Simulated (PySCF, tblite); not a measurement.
# C5H6OSe: excited states, first hyperpolarisability

What do calculations give for the excited states, first hyperpolarisability of C5H6OSe (`C[Se]C=C=CC=O`)?

Computed with tblite 0.8.0 and PySCF 2.14.0 and routines of our own; the level stands in each step. Atoms count from 0.

### 1 The starting structure

13 atoms, charge 0, multiplicity 1; geometry from: force field or distance geometry start.

### 2 Geometry optimisation with GFN2-xTB

The job: settings as JSON, then the geometry in Å.

```
{"job": {"kind": "relax", "xc": "GFN2-xTB", "basis": "xTB"}, "charge": 0, "multiplicity": 1}
C      2.710800     0.553500    -0.049700
Se     1.467500    -0.207400    -1.317400
C      0.139700    -1.328800    -0.522400
C     -0.795900    -0.683800     0.125700
C     -1.714100    -0.043400     0.785700
C     -2.827200     0.442900    -0.022500
O     -2.596500     1.500600    -0.710000
H      3.496000    -0.209400     0.157300
H      3.220800     1.410400    -0.536800
H      2.206900     0.879800     0.876300
H      0.064400    -2.375400    -0.580900
H     -1.576300     0.083200     1.830100
H     -3.800400    -0.021700    -0.053100
```

Run with:

```sh
$ OMP_NUM_THREADS=1 python excited_run.py task.json out
```

The driver reads the jobs from task.json and runs them one after another.

Standard output:

```text
step      E/eV     max force
  0    -567.62600    5.940
  1    -567.80233    6.748
  2    -568.03159    1.397
  3    -568.07613    0.832
  4    -568.12728    1.561
  5    -568.16311    0.670
  6    -568.19020    0.483
  7    -568.21947    0.781
  8    -568.24581    0.849
  9    -568.26784    0.478
 10    -568.27691    0.227
 11    -568.28095    0.200
 12    -568.28568    0.238
 13    -568.29112    0.249
 14    -568.29606    0.243
 15    -568.30113    0.190
 16    -568.30784    0.291
 17    -568.31677    0.386
 18    -568.32746    0.358
 19    -568.33796    0.251
 20    -568.34615    0.191
 21    -568.35374    0.235
 22    -568.36354    0.262
 23    -568.37459    0.325
 24    -568.38580    0.415
 25    -568.39637    0.278
 26    -568.40475    0.236
 27    -568.41193    0.363
 28    -568.41892    0.577
 29    -568.43024    0.352
 30    -568.44840    0.825
 31    -568.46246    0.573
 32    -568.48114    0.955
 33    -568.49962    0.314
 34    -568.50763    0.622
 35    -568.51861    0.248
 36    -568.52695    0.459
 37    -568.53422    0.268
 38    -568.53776    0.225
 39    -568.54279    0.358
 40    -568.54832    0.421
 41    -568.55290    0.428
 42    -568.55643    0.216
 43    -568.55927    0.295
 44    -568.56371    0.247
 45    -568.57019    0.257
 46    -568.57632    0.236
 47    -568.58116    0.277
 48    -568.58597    0.531
 49    -568.59427    0.268
 50    -568.60046    0.182
 51    -568.60617    0.279
 52    -568.60841    0.176
 53    -568.61319    0.194
 54    -568.62068    0.221
 55    -568.62270    0.353
 56    -568.62466    0.124
 57    -568.62573    0.114
 58    -568.62794    0.084
 59    -568.62863    0.075
 60    -568.62935    0.066
 61    -568.62991    0.058
 62    -568.63076    0.079
 63    -568.63176    0.090
 64    -568.63302    0.109
 65    -568.63471    0.110
 66    -568.63738    0.153
 67    -568.64132    0.187
 68    -568.64621    0.227
 69    -568.65109    0.188
 70    -568.65580    0.175
 71    -568.65954    0.183
 72    -568.66451    0.258
 73    -568.66934    0.298
 74    -568.67422    0.147
 75    -568.67686    0.129
 76    -568.67869    0.133
 77    -568.67955    0.120
 78    -568.68074    0.114
 79    -568.68194    0.114
 80    -568.68400    0.130
 81    -568.68569    0.111
 82    -568.68694    0.117
 83    -568.68846    0.130
 84    -568.69103    0.152
 85    -568.69740    0.212
 86    -568.70314    0.179
 87    -568.70994    0.219
 88    -568.71439    0.469
 89    -568.71890    0.479
 90    -568.72825    0.348
 91    -568.73466    0.256
 92    -568.73921    0.280
 93    -568.74244    0.251
 94    -568.73960    0.697
 95    -568.74708    0.151
 96    -568.74861    0.094
 97    -568.75064    0.280
 98    -568.75176    0.092
 99    -568.75286    0.065
100    -568.75409    0.077
101    -568.75513    0.077
102    -568.75619    0.084
103    -568.75781    0.148
104    -568.75939    0.140
105    -568.76103    0.218
106    -568.76307    0.195
107    -568.76522    0.191
108    -568.76763    0.098
109    -568.76964    0.117
110    -568.77053    0.289
111    -568.77048    0.283
112    -568.77177    0.059
113    -568.77199    0.053
114    -568.77214    0.029
115    -568.77223    0.017
116    -568.77230    0.034
117    -568.77236    0.042
118    -568.77245    0.045
119    -568.77253    0.035
120    -568.77265    0.035
121    -568.77279    0.030
122    -568.77291    0.024
123    -568.77298    0.015
124    -568.77303    0.014
125    -568.77306    0.013
126    -568.77310    0.012
127    -568.77312    0.010
128    -568.77314    0.012
129    -568.77316    0.011
130    -568.77318    0.016
131    -568.77323    0.023
132    -568.77332    0.027
133    -568.77346    0.024
134    -568.77362    0.028
135    -568.77376    0.027
136    -568.77385    0.032
137    -568.77392    0.032
138    -568.77397    0.022
139    -568.77399    0.017
140    -568.77400    0.015
141    -568.77401    0.014
142    -568.77402    0.014
143    -568.77402    0.015
144    -568.77404    0.015
145    -568.77406    0.016
146    -568.77409    0.016
147    -568.77412    0.013
148    -568.77413    0.006
```

Run time: 0.97 s. Hardware: 1 thread of Arm Neoverse V1, shared host; peak memory 0.18 GiB.

Step by step: (not every step is listed)

| step | energy from step 0 (eV) | largest force (eV/Å) |
| --- | --- | --- |
| 0 | 0.0000 | 5.9402 |
| 1 | -0.1763 | 6.7476 |
| 2 | -0.4056 | 1.3969 |
| 3 | -0.4501 | 0.8318 |
| 4 | -0.5013 | 1.5612 |
| 5 | -0.5371 | 0.6703 |
| 6 | -0.5642 | 0.4833 |
| 7 | -0.5935 | 0.7812 |
| 8 | -0.6198 | 0.8490 |
| 21 | -0.7277 | 0.2349 |
| 34 | -0.8816 | 0.6224 |
| 47 | -0.9552 | 0.2768 |
| 60 | -1.0034 | 0.0655 |
| 73 | -1.0433 | 0.2980 |
| 86 | -1.0771 | 0.1795 |
| 99 | -1.1269 | 0.0651 |
| 112 | -1.1458 | 0.0586 |
| 125 | -1.1471 | 0.0126 |
| 138 | -1.1480 | 0.0222 |
| 143 | -1.1480 | 0.0151 |
| 144 | -1.1480 | 0.0154 |
| 145 | -1.1481 | 0.0158 |
| 146 | -1.1481 | 0.0163 |
| 147 | -1.1481 | 0.0134 |
| 148 | -1.1481 | 0.0060 |

Close pairs (by a distance rule), those that changed most:

| bond | before (Å) | after (Å) | change (Å) |
| --- | --- | --- | --- |
| C5–O6 | 1.282 | 1.205 | -0.078 |
| C5–H12 | 1.079 | 1.108 | +0.029 |
| C2–H10 | 1.051 | 1.079 | +0.028 |
| C0–H7 | 1.114 | 1.087 | -0.027 |
| C0–H8 | 1.110 | 1.086 | -0.023 |
| C4–H11 | 1.061 | 1.082 | +0.021 |
| C2–C3 | 1.308 | 1.290 | -0.018 |
| C0–H9 | 1.104 | 1.087 | -0.016 |

The end geometry stands in the next job.

### 3 Harmonic vibrations with GFN2-xTB

The job: settings as JSON, then the geometry in Å.

```
{"job": {"kind": "ir", "xc": "GFN2-xTB", "basis": "xTB"}, "charge": 0, "multiplicity": 1}
C      1.946753     0.765123    -0.043031
Se     2.143706    -0.883025    -1.059388
C      0.362040    -1.549163    -0.848490
C     -0.487938    -1.038317    -0.023161
C     -1.338251    -0.409442     0.754127
C     -2.136582     0.721742     0.275778
O     -2.015642     1.272524    -0.788698
H      1.793445     0.526770     1.006818
H      2.861433     1.337961    -0.167694
H      1.096573     1.315502    -0.438619
H      0.152926    -2.400897    -1.477088
H     -1.494471    -0.722330     1.777790
H     -2.888381     1.064039     1.013928
```

Standard output:

```text
mode    cm-1     km/mol
  1      40.6      7.47
  2      65.2      2.18
  3      97.4      5.29
  4     142.0      3.92
  5     158.3      0.76
  6     207.5      3.83
  7     234.6      2.25
  8     372.6      1.60
  9     420.4      2.34
 10     579.3     18.45
 11     605.8     11.24
 12     624.0     10.74
 13     736.7     37.32
 14     821.7     20.24
 15     881.2     23.98
 16     893.1      7.46
 17     918.2      7.83
 18     962.7     42.40
 19    1062.9     30.34
 20    1151.8      7.22
 21    1285.9      7.36
 22    1349.0    183.74
 23    1387.4      2.75
 24    1425.3      7.07
 25    1430.4      6.31
 26    1727.6    382.94
 27    2003.2    186.99
 28    2758.2    201.75
 29    3006.9      4.21
 30    3017.2      7.37
 31    3035.7      5.58
 32    3042.3     20.03
 33    3053.4      0.21
```

Run time: 0.39 s. Hardware: 1 thread of Arm Neoverse V1, shared host; peak memory 0.18 GiB.

The strongest bands and the atoms that carry them (share of the mass-weighted mode):

| cm⁻¹ | km/mol | atoms |
| --- | --- | --- |
| 737 | 37.3 | C5 35 %, C4 23 %, O6 12 %, C3 11 % |
| 881 | 24.0 | H8 47 %, H7 23 %, C0 15 %, H9 12 % |
| 963 | 42.4 | C4 38 %, C5 23 %, H12 10 % |
| 1063 | 30.3 | H10 75 % |
| 1349 | 183.7 | C4 45 %, C2 19 %, H11 15 %, C5 11 % |
| 1728 | 382.9 | C5 58 %, O6 38 % |
| 2003 | 187.0 | C3 67 %, C2 16 %, C4 14 % |
| 2758 | 201.8 | H12 94 % |

### 4 Excited states: TDA CAM-B3LYP/def2-SVP

Settings changed since step 3:

```diff
@@ -1,2 +1,2 @@
-{"job": {"kind": "ir", "xc": "GFN2-xTB", "basis": "xTB"}, "charge": 0, "multiplicity": 1}
+{"job": {"kind": "states", "xc": "CAM-B3LYP", "basis": "def2-SVP", "tda": true, "soc": true, "nstates": 8, "ntriplets": 6, "nquad": 4}, "charge": 0, "multiplicity": 1}
 C      1.946753     0.765123    -0.043031
```

Level: TDA CAM-B3LYP/def2-SVP excited states, vertical, gas phase, spin-orbit mean-field couplings.

Standard output:

```text
coarse grid: 53248 points
cycle   1  E = -2670.1800593816  dE =  2.130e-01  |g| = 8.134e-01  |ddm| = 4.181e+00
cycle   2  E = -2669.9205596675  dE =  2.595e-01  |g| = 1.444e+00  |ddm| = 3.264e+00
cycle   3  E = -2670.3244217420  dE = -4.039e-01  |g| = 6.897e-02  |ddm| = 2.358e+00
cycle   4  E = -2670.3251023770  dE = -6.806e-04  |g| = 5.390e-02  |ddm| = 1.166e-01
cycle   5  E = -2670.3257970916  dE = -6.947e-04  |g| = 1.383e-02  |ddm| = 6.661e-02
cycle   6  E = -2670.3258531698  dE = -5.608e-05  |g| = 4.608e-03  |ddm| = 2.630e-02
cycle   7  E = -2670.3258597407  dE = -6.571e-06  |g| = 1.502e-03  |ddm| = 1.074e-02
final grid: 112560 points
cycle   8  E = -2670.3258464090  dE = -2.986e-07  |g| = 1.712e-03  |ddm| = 5.952e-03
cycle   9  E = -2670.3258459062  dE =  5.028e-07  |g| = 2.459e-03  |ddm| = 4.027e-03
cycle  10  E = -2670.3258470802  dE = -1.174e-06  |g| = 2.702e-04  |ddm| = 2.804e-03
cycle  11  E = -2670.3258470977  dE = -1.745e-08  |g| = 8.489e-05  |ddm| = 2.977e-04
cycle  12  E = -2670.3258471005  dE = -2.842e-09  |g| = 3.974e-05  |ddm| = 3.303e-04
cycle  13  E = -2670.3258471010  dE = -5.016e-10  |g| = 6.338e-06  |ddm| = 6.888e-05
converged SCF energy = -2670.3258471010

Singlet excitations
state   eV       nm        f     d(h-e)  d(exc)  Lambda  PR(NTO)  |dmu|/D   mu/D   main configurations
  1   3.3733   367.5   0.00032   1.273   3.223   0.449   1.068    3.586    4.572   H->L 0.83, H-1->L 0.11
  2   3.8565   321.5   0.00003   0.636   2.628   0.455   1.110    1.465    1.805   H-1->L 0.78, H->L 0.10
  3   5.2485   236.2   0.00556   0.276   2.603   0.556   1.210    0.794    2.652   H->L+2 0.68, H->L+1 0.17
  4   5.8491   212.0   0.01800   1.278   3.197   0.646   1.800    3.538    4.233   H->L+1 0.52, H-2->L 0.25, H->L+2 0.12
  5   5.9846   207.2   0.18089   1.321   3.102   0.563   1.325                     H-3->L 0.54, H-2->L 0.21
  6   6.1354   202.1   0.59059   0.881   2.965   0.643   1.957                     H-2->L 0.42, H-3->L 0.19, H->L+1 0.16
  7   6.4305   192.8   0.03639   0.681   2.755   0.478   1.107                     H-2->L+1 0.87
  8   6.7800   182.9   0.00665   0.901   3.325   0.501   1.180                     H->L+3 0.80

Triplet excitations (Tamm-Dancoff)
state   eV     d(h-e)  d(exc)  Lambda  PR(NTO)   main configurations
  1   2.9652   0.826   2.998   0.450   1.151   H->L 0.69, H-1->L 0.22
  2   3.3230   0.516   2.641   0.460   1.231   H-1->L 0.63, H->L 0.19
  3   3.5516   0.132   2.543   0.759   1.088   H-2->L 0.88
  4   4.1958   0.646   2.614   0.640   1.085   H->L+1 0.80, H-3->L+1 0.11
  5   4.7641   0.291   2.519   0.544   1.260   H->L+2 0.80
  6   5.5157   0.935   2.704   0.501   1.738   H-3->L 0.56, H->L+3 0.17
S1 - T1 = 0.4081 eV

Spin-orbit couplings |<S|Hso|T>| (cm-1)
             T1       T2       T3       T4       T5       T6
S0      398.754  320.342   85.361  186.491  686.256  499.256
S1        6.850   22.460  169.827   74.471  163.727  108.804
S2        3.690    9.356   93.078   37.658   86.214   62.752
S3      161.662  119.084   21.148   78.614   51.309  179.613
S4      234.196  167.400   51.909   42.321  106.850  209.133
S5      110.598   98.080  100.015   40.441  100.688   33.727
S6       85.768   45.488   44.638   74.790   71.058   62.407
S7       27.640    8.503   96.540  184.619   45.300    7.182
S8      101.527   79.201   40.843   92.594  203.047   36.420
T1 sublevels (cm-1): 0.000 0.891 8.177   radiative rates (1/s): 1.02e+04 1.32e+03 7.41e+04
```

Run time: 32 s. Hardware: 1 thread of Arm Neoverse V1, shared host; peak memory 0.72 GiB.

From this job:

| quantity | value |
| --- | --- |
| S1 less T1 | 0.41 eV |

### 5 Excited states: TDDFT CAM-B3LYP/def2-SVPD

Settings changed since step 4:

```diff
@@ -1,2 +1,2 @@
-{"job": {"kind": "states", "xc": "CAM-B3LYP", "basis": "def2-SVP", "tda": true, "soc": true, "nstates": 8, "ntriplets": 6, "nquad": 4}, "charge": 0, "multiplicity": 1}
+{"job": {"kind": "states", "xc": "CAM-B3LYP", "basis": "def2-SVPD", "tpa": true, "nstates": 6, "nquad": 5, "ntriplets": 0}, "charge": 0, "multiplicity": 1}
 C      1.946753     0.765123    -0.043031
```

Method: TDDFT CAM-B3LYP/def2-SVPD excited states, vertical, gas phase, two-photon moments by quadratic response.

Standard output:

```text
coarse grid: 53248 points
cycle   1  E = -2670.2085564046  dE =  2.036e-01  |g| = 7.922e-01  |ddm| = 8.563e+00
cycle   2  E = -2669.9532444970  dE =  2.553e-01  |g| = 1.428e+00  |ddm| = 2.283e+00
cycle   3  E = -2670.3447617104  dE = -3.915e-01  |g| = 7.207e-02  |ddm| = 1.442e+00
cycle   4  E = -2670.3455219981  dE = -7.603e-04  |g| = 5.094e-02  |ddm| = 1.969e-01
cycle   5  E = -2670.3460915641  dE = -5.696e-04  |g| = 1.418e-02  |ddm| = 1.028e-01
cycle   6  E = -2670.3461508319  dE = -5.927e-05  |g| = 4.824e-03  |ddm| = 3.464e-02
cycle   7  E = -2670.3461583884  dE = -7.556e-06  |g| = 1.466e-03  |ddm| = 1.439e-02
final grid: 112560 points
cycle   8  E = -2670.3461459733  dE = -4.239e-07  |g| = 1.651e-03  |ddm| = 8.421e-03
cycle   9  E = -2670.3461455198  dE =  4.535e-07  |g| = 2.389e-03  |ddm| = 4.762e-03
cycle  10  E = -2670.3461466181  dE = -1.098e-06  |g| = 2.754e-04  |ddm| = 2.472e-03
cycle  11  E = -2670.3461466370  dE = -1.884e-08  |g| = 9.471e-05  |ddm| = 5.338e-04
cycle  12  E = -2670.3461466410  dE = -4.025e-09  |g| = 3.972e-05  |ddm| = 5.067e-04
cycle  13  E = -2670.3461466415  dE = -4.966e-10  |g| = 8.285e-06  |ddm| = 9.586e-05
converged SCF energy = -2670.3461466415

Singlet excitations
state   eV       nm        f     d(h-e)  d(exc)  Lambda  PR(NTO)  |dmu|/D   mu/D   delta(TPA)   sigma/GM   main configurations
  1   3.2442   382.2   0.00086   1.412   3.351   0.445   1.058    4.011    5.062        5.12      0.020   H->L 0.86
  2   3.8093   325.5   0.00029   0.709   2.634   0.447   1.096    1.793    1.994        0.96      0.005   H-1->L 0.81
  3   4.8500   255.6   0.00522   0.315   2.985   0.489   1.093    1.962    3.445        9.03      0.078   H->L+1 0.78
  4   5.4682   226.7   0.12237   0.687   3.166   0.683   1.844    2.057    3.718       47.69      0.522   H-2->L 0.72, H->L+2 0.21
  5   5.6225   220.5   0.44563   1.200   3.062   0.552   1.816    3.080    4.141      192.22      2.226   H->L+2 0.47, H-2->L 0.19, H->L+4 0.10
  6   5.7557   215.4   0.09195   0.349   3.128   0.459   1.936                                            H-3->L 0.50, H->L+3 0.28
```

It took 61 s on 1 thread of Arm Neoverse V1, shared host; peak memory 1 GiB.

### 6 First hyperpolarisability: quadratic response B3LYP/def2-SVPD

Settings changed since step 5:

```diff
@@ -1,2 +1,2 @@
-{"job": {"kind": "states", "xc": "CAM-B3LYP", "basis": "def2-SVPD", "tpa": true, "nstates": 6, "nquad": 5, "ntriplets": 0}, "charge": 0, "multiplicity": 1}
+{"job": {"kind": "beta", "xc": "B3LYP", "basis": "def2-SVPD", "wavelengths": [1907, 1340]}, "charge": 0, "multiplicity": 1}
 C      1.946753     0.765123    -0.043031
```

Method: quadratic response B3LYP/def2-SVPD first hyperpolarisability, Taylor convention, gas phase.

Standard output:

```text
coarse grid: 53248 points
cycle   1  E = -2670.2690169700  dE =  5.237e-02  |g| = 8.033e-01  |ddm| = 8.947e+00
cycle   2  E = -2669.6600135547  dE =  6.090e-01  |g| = 1.865e+00  |ddm| = 2.967e+00
cycle   3  E = -2670.3973687574  dE = -7.374e-01  |g| = 1.680e-01  |ddm| = 2.329e+00
cycle   4  E = -2670.4012491708  dE = -3.880e-03  |g| = 1.085e-01  |ddm| = 4.315e-01
cycle   5  E = -2670.4041133470  dE = -2.864e-03  |g| = 3.329e-02  |ddm| = 2.745e-01
cycle   6  E = -2670.4044093527  dE = -2.960e-04  |g| = 1.018e-02  |ddm| = 9.348e-02
cycle   7  E = -2670.4044339529  dE = -2.460e-05  |g| = 2.457e-03  |ddm| = 1.556e-02
cycle   8  E = -2670.4044353686  dE = -1.416e-06  |g| = 9.532e-04  |ddm| = 5.305e-03
final grid: 112560 points
cycle   9  E = -2670.4044323694  dE =  3.862e-07  |g| = 1.786e-03  |ddm| = 9.444e-03
cycle  10  E = -2670.4044297591  dE =  2.610e-06  |g| = 3.932e-03  |ddm| = 6.883e-03
cycle  11  E = -2670.4044330298  dE = -3.271e-06  |g| = 3.388e-04  |ddm| = 4.647e-03
cycle  12  E = -2670.4044330509  dE = -2.109e-08  |g| = 3.863e-05  |ddm| = 5.164e-04
cycle  13  E = -2670.4044330513  dE = -3.870e-10  |g| = 8.046e-06  |ddm| = 6.991e-05
converged SCF energy = -2670.4044330513

Lowest singlets (eV, f): 2.7480 0.0008  3.5430 0.0002  4.6637 0.0070

First hyperpolarisability (au)
process     nm      |vector|   parallel      HRS      DR
static         -      151.70     -42.92       84.8   2.677
shg       1907.0      171.91     -43.84      94.82   2.722
eope      1907.0      157.85     -43.22          -       -
shg       1340.0      199.72     -44.93     107.94     2.8
eope      1340.0      164.73     -43.53          -       -
```

Run time: 40 s. Hardware: 1 thread of Arm Neoverse V1, shared host; peak memory 0.86 GiB.

### 7 Results

| quantity | value |
| --- | --- |
| strongest single infrared mode (GFN2-xTB) | 1728 cm⁻¹, 383 km/mol |
| zero-point energy (GFN2-xTB) | 56.5 kcal/mol |
| S1 less T1 (step 4, TDA CAM-B3LYP/def2-SVP) | 0.41 eV |
| β vector (step 6, quadratic response B3LYP/def2-SVPD) | static 152, SHG 1907.0 nm 172, SHG 1340.0 nm 200 au |

In words: All 33 modes are real, so the xTB geometry is a minimum. The strongest single mode, at 1728 cm⁻¹, moves mainly C5 and O6. GFN2-xTB is a fitted tight-binding method: band positions and strengths are rough. Its intensities can rank the bands wrongly. Scalar relativity is left out for the heavy atoms. In step 4, the number of triplets below S1 is 2, and the largest singlet-triplet spin-orbit coupling is S0–T5, 686.26 cm⁻¹. Steps that list no spin-orbit terms leave them out, which matters at and beside the heavy atoms. β grows from 152 au (static) to 200 au for doubling at 1340.0 nm: normal dispersion, which grows as twice the photon energy moves toward the bright states.
